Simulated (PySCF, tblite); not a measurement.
# C₄H₇Se radical: geometry, infrared bands and EPR parameters

Aim: predict the infrared bands and EPR parameters of C₄H₇Se radical (`C=C[C](C)[SeH]`).

The runs use tblite 0.8.0 and PySCF 2.14.0, with density-fitted response routines of our own; the level of theory stands in each step. All values are computed, except where a source is named. Atoms are numbered from 0 throughout.

## (1) The molecule as given

12 atoms, charge 0, multiplicity 2; geometry from: force field or distance geometry start.

Bonds of the start (Å): C0–C1 1.33, C1–C2 1.51, C2–C3 1.51, C2–Se4 1.95, C0–H5 1.09, C0–H6 1.09, C1–H7 1.08, C3–H8 1.11, C3–H9 1.13, C3–H10 1.11, Se4–H11 1.53.

## (2) Optimising the geometry with GFN2-xTB

Job settings and geometry (Å):

```
{"job": {"kind": "relax", "xc": "GFN2-xTB", "basis": "xTB"}, "charge": 0, "multiplicity": 2}
C     -2.045400    -0.602100     0.167500
C     -0.907700    -0.389400    -0.481700
C      0.168400     0.468900     0.134400
C      1.432100    -0.318000     0.374700
Se     0.516700     1.983400    -1.037200
H     -2.247900    -0.144300     1.133300
H     -2.817200    -1.225800    -0.279900
H     -0.728100    -0.855100    -1.434500
H      1.849500    -0.720100    -0.570600
H      1.214100    -1.176700     1.069400
H      2.188900     0.323500     0.863600
H      1.377700     2.655000     0.035200
```

Started as:

```sh
$ OMP_NUM_THREADS=1 python probes_run.py task.json out
```

The driver reads the jobs from task.json and runs them one after another.

Standard output:

```text
step      E/eV     max force
  0    -413.19242    2.206
  1    -413.32749    1.326
  2    -413.39413    0.697
  3    -413.41004    0.645
  4    -413.41984    0.389
  5    -413.43347    0.383
  6    -413.44978    0.539
  7    -413.46233    0.354
  8    -413.47212    0.299
  9    -413.48081    0.287
 10    -413.48731    0.351
 11    -413.49174    0.207
 12    -413.49472    0.140
 13    -413.49742    0.165
 14    -413.50052    0.222
 15    -413.50348    0.198
 16    -413.50592    0.135
 17    -413.50824    0.178
 18    -413.51087    0.250
 19    -413.51343    0.201
 20    -413.51538    0.129
 21    -413.51670    0.095
 22    -413.51765    0.144
 23    -413.51853    0.130
 24    -413.51963    0.091
 25    -413.52129    0.126
 26    -413.52399    0.262
 27    -413.52838    0.395
 28    -413.53528    0.439
 29    -413.54589    0.453
 30    -413.56346    0.501
 31    -413.59435    0.937
 32    -413.64524    1.370
 33    -413.64714    1.695
 34    -413.72166    1.464
 35    -413.78429    0.959
 36    -413.81587    1.071
 37    -413.89234    0.853
 38    -413.94616    0.463
 39    -414.00605    0.610
 40    -414.03549    0.660
 41    -414.06325    0.428
 42    -414.07550    0.298
 43    -414.09729    0.353
 44    -414.11341    0.392
 45    -414.13079    0.339
 46    -414.13782    0.163
 47    -414.14063    0.116
 48    -414.14295    0.165
 49    -414.14556    0.153
 50    -414.14809    0.097
 51    -414.14887    0.098
 52    -414.15001    0.088
 53    -414.15111    0.093
 54    -414.15217    0.096
 55    -414.15289    0.074
 56    -414.15351    0.078
 57    -414.15413    0.084
 58    -414.15466    0.055
 59    -414.15500    0.057
 60    -414.15524    0.049
 61    -414.15544    0.043
 62    -414.15560    0.032
 63    -414.15573    0.025
 64    -414.15585    0.032
 65    -414.15596    0.027
 66    -414.15604    0.017
 67    -414.15607    0.017
 68    -414.15610    0.016
 69    -414.15613    0.019
 70    -414.15619    0.028
 71    -414.15626    0.029
 72    -414.15632    0.017
 73    -414.15634    0.012
 74    -414.15636    0.011
 75    -414.15637    0.011
 76    -414.15639    0.014
 77    -414.15642    0.014
 78    -414.15645    0.017
 79    -414.15650    0.021
 80    -414.15657    0.024
 81    -414.15669    0.031
 82    -414.15686    0.044
 83    -414.15705    0.051
 84    -414.15726    0.048
 85    -414.15747    0.039
 86    -414.15770    0.042
 87    -414.15800    0.045
 88    -414.15842    0.070
 89    -414.15907    0.078
 90    -414.15813    0.189
 91    -414.16030    0.106
 92    -414.16100    0.077
 93    -414.16118    0.155
 94    -414.16232    0.056
 95    -414.16290    0.052
 96    -414.16445    0.158
 97    -414.16518    0.043
 98    -414.16554    0.033
 99    -414.16593    0.076
100    -414.16617    0.043
101    -414.16659    0.052
102    -414.16702    0.056
103    -414.16758    0.068
104    -414.16801    0.056
105    -414.16843    0.057
106    -414.16882    0.065
107    -414.16888    0.113
108    -414.16952    0.067
109    -414.17006    0.058
110    -414.17218    0.100
111    -414.17342    0.071
112    -414.17370    0.185
113    -414.17411    0.157
114    -414.17504    0.072
115    -414.17526    0.034
116    -414.17540    0.031
117    -414.17572    0.028
118    -414.17588    0.033
119    -414.17604    0.044
120    -414.17611    0.020
121    -414.17615    0.025
122    -414.17617    0.014
123    -414.17619    0.008
```

Wall time 0.56 s (1 thread of Arm Neoverse V1, shared host).

Along the way: (not every step is listed)

```
step  energy from step 0 (eV)  largest force (eV/Å)
   0                   0.0000                2.2055
   1                  -0.1351                1.3260
   2                  -0.2017                0.6974
   3                  -0.2176                0.6452
   4                  -0.2274                0.3889
   5                  -0.2410                0.3832
   6                  -0.2574                0.5391
   7                  -0.2699                0.3543
   8                  -0.2797                0.2990
  19                  -0.3210                0.2005
  30                  -0.3710                0.5007
  41                  -0.8708                0.4284
  52                  -0.9576                0.0882
  63                  -0.9633                0.0254
  74                  -0.9639                0.0106
  85                  -0.9650                0.0394
  96                  -0.9720                0.1582
 107                  -0.9765                0.1127
 118                  -0.9835                0.0328
 119                  -0.9836                0.0443
 120                  -0.9837                0.0205
 121                  -0.9837                0.0248
 122                  -0.9837                0.0142
 123                  -0.9838                0.0079
```

Close pairs (by a distance rule), those that changed most:

```
   bond  before (Å)  after (Å)  change (Å)
  C1–C2       1.508      1.392      -0.116
Se4–H11       1.530      1.450      -0.081
 C2–Se4       1.946      1.899      -0.047
  C3–H9       1.126      1.088      -0.038
  C0–C1       1.327      1.359      +0.032
  C2–C3       1.508      1.491      -0.017
  C3–H8       1.109      1.092      -0.017
  C0–H6       1.089      1.074      -0.015
```

The end geometry stands in the next job.

## (3) Harmonic vibrations with GFN2-xTB

Job settings and geometry (Å):

```
{"job": {"kind": "ir", "xc": "GFN2-xTB", "basis": "xTB"}, "charge": 0, "multiplicity": 2}
C     -2.175874    -0.332505    -0.086614
C     -0.867439    -0.696270    -0.029209
C      0.217019     0.175501     0.000758
C      1.634995    -0.281987     0.065715
Se    -0.087725     2.049615    -0.028082
H     -2.458934     0.709896    -0.115611
H     -2.967659    -1.057314    -0.106294
H     -0.625819    -1.752691    -0.003438
H      2.213211     0.109399    -0.774306
H      1.680970    -1.368241     0.038588
H      2.116933     0.059353     0.984872
H      1.321521     2.384557     0.027595
```

Standard output:

```text
mode    cm-1     km/mol
  1      82.6      0.30
  2     177.1      0.48
  3     184.1      0.60
  4     185.9      4.33
  5     292.8      1.61
  6     297.7      6.23
  7     461.5      2.61
  8     547.1      0.01
  9     555.6      2.12
 10     743.5     16.39
 11     754.8     20.32
 12     911.9      7.60
 13     932.2     10.35
 14    1004.4      3.92
 15    1012.1      4.58
 16    1130.6     42.30
 17    1265.4      8.08
 18    1309.7      8.98
 19    1395.5      6.86
 20    1420.6      5.38
 21    1464.3      9.42
 22    1477.0      0.04
 23    1507.3      6.15
 24    2038.0    309.30
 25    2952.6     20.62
 26    2973.4     17.07
 27    3031.7      3.98
 28    3036.7     41.04
 29    3060.5     65.76
 30    3150.4     30.84
```

Wall time 0.25 s (1 thread of Arm Neoverse V1, shared host).

Which atoms move in the most intense modes:

```
cm⁻¹  km/mol                               atoms
 755    20.3           H6 41 %, H5 28 %, C0 25 %
1131    42.3  C2 45 %, C3 17 %, H9 11 %, C1 10 %
2038   309.3                            H11 99 %
2953    20.6                   H10 54 %, H8 37 %
2973    17.1                   H8 56 %, H10 39 %
3037    41.0                    H9 64 %, H7 27 %
3060    65.8                             H5 86 %
3150    30.8                             H6 89 %
```

## (4) g tensor and hyperfine couplings: B3LYP/def2-TZVP-core+pcH-1

The job, as its differences from that of step 3:

```diff
@@ -1,2 +1,2 @@
-{"job": {"kind": "ir", "xc": "GFN2-xTB", "basis": "xTB"}, "charge": 0, "multiplicity": 2}
+{"job": {"kind": "epr", "basis": "pcH-1"}, "charge": 0, "multiplicity": 2}
 C     -2.175874    -0.332505    -0.086614
```

Method: UKS B3LYP, def2-TZVP-core on Se, pcH-1 on C H, non-relativistic, mean-field spin-orbit, GIAO.

Standard output:

```text
UKS, coarse grid
  cycle   1  E = -2558.12012080  |g| = 1.47e+00
  cycle   2  E = -2558.08751149  |g| = 6.79e-01
  cycle   3  E = -2558.13306232  |g| = 4.12e-01
  cycle   4  E = -2558.19875853  |g| = 7.58e-02
  cycle   5  E = -2558.20213795  |g| = 2.21e-02
  cycle   6  E = -2558.20234514  |g| = 1.45e-02
  cycle   7  E = -2558.20248287  |g| = 4.33e-03
  cycle   8  E = -2558.20250122  |g| = 2.15e-03
  cycle   9  E = -2558.20250750  |g| = 5.29e-04
UKS, final grid
  cycle   1  E = -2558.20247234  |g| = 4.67e-04
  cycle   2  E = -2558.20247228  |g| = 6.05e-04
  cycle   3  E = -2558.20247247  |g| = 1.00e-04
  cycle   4  E = -2558.20247247  |g| = 4.65e-05
  cycle   5  E = -2558.20247248  |g| = 2.63e-05
E = -2558.20247248 Eh   <S^2> = 0.7727 (exact 0.7500)
g shifts (ppm)      1          2          3
  rmc          -149       -149       -149
  gc             -7         32         36
  oz_so        -650       2690      11760
  total        -805       2573      11647
hyperfine (MHz)  atom isotope    a_iso     a_fc   dipolar eigenvalues
    0   13C      47.75      47.95    -45.78    -44.04     89.81
    1   13C     -44.31     -44.33    -25.84      9.99     15.85
    2   13C      69.88      68.54    -52.88    -51.38    104.26
    3   13C     -22.02     -22.05     -1.26      0.03      1.23
    4  77Se      -6.40      -1.17    -53.91    -24.99     78.91
    5    1H     -35.97     -36.02    -18.94     -1.04     19.97
    6    1H     -37.71     -37.70    -22.45     -0.19     22.65
    7    1H      10.57      10.57     -4.95     -1.25      6.20
    8    1H      63.38      63.34     -3.15     -2.70      5.85
    9    1H       2.26       2.26     -3.28     -2.55      5.83
   10    1H      69.54      69.50     -3.19     -2.66      5.85
   11    1H      -3.21      -3.24     -2.09     -1.19      3.28
```

It took 2 min on 1 thread of Arm Neoverse V1, shared host; peak memory 1.1 GiB.

Principal g values 2.00151, 2.00489, 2.01397; g(iso) = 2.00679, against 2.00232 for a free electron.

Hyperfine couplings; where a row names several nuclei, a(iso) is their mean (it holds for fast rotation or exchange) and the dipolar term the largest among them:

```
     nuclei  isotope  a(iso) (MHz)  a(iso) (G, at g = 2.0023)  largest dipolar term (MHz)
         C2      13C          69.9                       24.9                       104.3
         C0      13C          47.8                       17.0                        89.8
H8, H9, H10       1H          45.1                       16.1                         5.9
         C1      13C         -44.3                      -15.8                       -25.8
         H6       1H         -37.7                      -13.5                        22.6
         H5       1H         -36.0                      -12.8                        20.0
         C3      13C         -22.0                       -7.9                        -1.3
         H7       1H          10.6                        3.8                         6.2
        Se4     77Se          -6.4                       -2.3                        78.9
        H11       1H          -3.2                       -1.1                         3.3
```

Mulliken spin populations:

```
atom  value (e)
  C0       0.61
  C1      -0.24
  C2       0.61
  C3      -0.05
 Se4       0.06
  H5      -0.02
  H6      -0.03
  H7       0.01
  H8       0.03
  H9       0.00
 H10       0.03
 H11       0.00
```

In first order the couplings over 0.8 MHz of 1H give 64 distinct lines over 79.4 G, if the averaged nuclei exchange fast; the same motion can average rows kept apart here too.

Orbitals, density, ELF and potential are computed afterwards from the orbital file.

ELF in a plane through or near 10 of the atoms.

Values, 10 rows by 14 columns:
```
0.00 0.00 0.00 0.00 0.00 0.00 0.00 0.00 0.00 0.00 0.00 0.00 0.00 0.00
0.00 0.00 0.00 0.00 0.02 0.04 0.30 0.56 0.22 0.00 0.00 0.00 0.00 0.00
0.00 0.00 0.00 0.27 0.96 0.80 0.36 0.77 0.63 0.01 0.01 0.00 0.00 0.00
0.00 0.00 0.00 0.22 0.98 0.97 0.56 0.18 0.16 0.89 0.97 0.15 0.00 0.00
0.00 0.00 0.00 0.02 0.04 0.06 0.76 0.63 0.07 0.88 0.74 0.14 0.01 0.00
0.00 0.00 0.01 0.13 0.65 0.17 0.84 0.89 0.46 0.57 0.98 0.99 0.54 0.00
0.00 0.00 0.00 0.05 0.33 0.83 0.41 0.41 0.97 0.16 0.80 0.98 0.23 0.00
0.00 0.00 0.00 0.01 0.50 1.00 0.70 0.45 0.99 0.38 0.00 0.01 0.00 0.00
0.00 0.00 0.00 0.00 0.01 0.18 0.01 0.00 0.06 0.00 0.00 0.00 0.00 0.00
0.00 0.00 0.00 0.00 0.00 0.00 0.00 0.00 0.00 0.00 0.00 0.00 0.00 0.00
```
The map spans 11.4 Å across and 9.3 Å up, centred on the molecule. Atoms in the plane (x, y in Å): C0 (2.2, 0.1), C1 (1.0, -0.5), C2 (-0.2, 0.1), C3 (-1.5, -0.6), Se4 (-0.3, 2.0), H5 (2.3, 1.2), H6 (3.1, -0.4), H7 (1.0, -1.6), H9 (-1.4, -1.7), H11 (-1.8, 2.1).

On the surface of density 0.002 e/bohr³ the electrostatic potential runs, from the 1st to the 99th percentile, from -0.75 V near Se4 to 1.08 V near H11.

The spin density lies nearest to C0, C2 about 32 % each; C1 9 % (beta excess); Se4 8 %.

## (5) What came out

| quantity | value |
| --- | --- |
| strongest single infrared mode (GFN2-xTB) | 2038 cm⁻¹, 309 km/mol |
| zero-point energy (GFN2-xTB) | 56.3 kcal/mol |
| g(iso) (B3LYP) | 2.00679 |
| ⟨S²⟩ | 0.773 (exact 0.75) |
| largest a(iso) (averaged by class) | 13C on C2, 69.9 MHz |
| potential on the surface of density 0.002 e/bohr³, 1st and 99th percentile | -0.75 V and 1.08 V |

What this shows: Over 123 steps the energy fell by 0.984 eV; of the close pairs, C1–C2 changed most, 1.508 to 1.392 Å. No mode is imaginary among the 30: a minimum at this level. The strongest single mode, at 2038 cm⁻¹, moves mainly H11. Unscaled tight-binding wavenumbers are off by several per cent, some by more. Its intensities can rank the bands wrongly. The largest spin populations lie on C0 (0.61 e), C2 (0.61 e). The isotropic g lies 4.5 ppt above the free-electron value. The hyperfine terms hold no scalar relativity, which the heavier nuclei need. These values are for one conformer; the search (at its own cheap level) found 2 more, at 0.14, 1.05 kcal/mol, and measured spectra average over such forms.
